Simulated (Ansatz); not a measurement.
**ClFGeH₂: up Jacob's ladder to CCSD(T)**

The task here is to estimate one member of a computed series from the others.

Program: Ansatz 0.2.0, Gaussian basis. Level of theory: functionals in def2-TZVPP, the program's frozen cores in correlated methods. These are calculated values, not measurements.

Plan: LDA (SPW92), PBE-D4, revPBE-D4, BLYP-D4, r2SCAN-D4, B97M-V, PBE0-D4, B3LYP-D4, r2SCANh-D4, r2SCAN0-D4, HSE06-D4, BHLYP-D4, CAM-B3LYP-D4, LC-ωPBE, ωB97X-V, ωB97M-V, B2PLYP, PBE-QIDH; CCSD(T)/def2-SVP; CCSD(T)/def2-TZVPP; MP2/def2-QZVPP; extrapolation to the limit; RPA on PBE.

## The relaxed structure

The geometry comes from an earlier relaxation with PBE0-D4 in a triple-zeta def2 set; it is a stationary point.

SMILES `[F][GeH2][Cl]`, 5 atoms, charge 0, spin multiplicity 1.

Atoms are counted from 1 here; the program's logs count them from 0.

Bond lengths: F1–Ge2 1.730 Å, Ge2–Cl3 2.133 Å, Ge2–H4 1.528 Å, Ge2–H5 1.528 Å. Angles: F1–Ge2–Cl3 106.4°, F1–Ge2–H4 107.1°, F1–Ge2–H5 107.1°, Cl3–Ge2–H4 109.1°, Cl3–Ge2–H5 109.1°, H4–Ge2–H5 117.4°.

Set-up of the first run:

Input file in.yaml:

```yaml
crystal:
  periodic: [false, false, false]
  atoms:
    - {symbol: F, position_ang: [-0.242032, -0.508017, 1.588614]}
    - {symbol: Ge, position_ang: [0.139880, -0.089238, -0.045484]}
    - {symbol: Cl, position_ang: [-1.390277, 1.244855, -0.698900]}
    - {symbol: H, position_ang: [0.067600, -1.375535, -0.867389]}
    - {symbol: H, position_ang: [1.474730, 0.654234, -0.018342]}
basis:
  gaussian: {orbitals: def2-TZVPP}
hamiltonian: {xc: lda}
output: {orbitals: {seedname: orbitals}}
```

Steps of the session up to this table: LDA; PBE-D4 (GGA); revPBE-D4 (GGA); BLYP-D4 (GGA); r2SCAN-D4 (meta-GGA); B97M-V (meta-GGA); PBE0-D4 (hybrid); B3LYP-D4 (hybrid); r2SCANh-D4 (hybrid); r2SCAN0-D4 (hybrid); HSE06-D4 (hybrid); BHLYP-D4 (hybrid); CAM-B3LYP-D4 (range-separated); LC-ωPBE-D4 (range-separated; the results give it without D4); ωB97X-V (range-separated); ωB97M-V (range-separated); B2PLYP (double hybrid); PBE-QIDH (double hybrid).

One table of the session follows, with a row left open; its other results are not shown here.

It belongs to the step «Orbital energies across the functionals». 

```
  functional  HOMO (eV)  gap (eV)
 LDA (SPW92)      -7.89      6.38
      PBE-D4      -7.80      6.55
   revPBE-D4          ?         ?
     BLYP-D4      -7.65      6.43
   r2SCAN-D4      -8.17      7.27
      B97M-V      -8.28      7.30
     PBE0-D4      -9.22      8.95
    B3LYP-D4      -8.95      8.36
  r2SCANh-D4      -8.69      8.13
  r2SCAN0-D4      -9.46      9.40
    HSE06-D4      -8.81      8.17
    BHLYP-D4     -10.50     11.15
CAM-B3LYP-D4     -10.59     11.32
     LC-ωPBE     -12.01     14.02
     ωB97X-V     -11.64     13.52
     ωB97M-V     -11.46     13.12
```

Estimate the missing values for revPBE-D4.

**Answer.** HOMO (eV): -7.75; gap (eV): 6.61. In the column «HOMO (eV)» it lies between PBE-D4 (-7.80) and BLYP-D4 (-7.65).
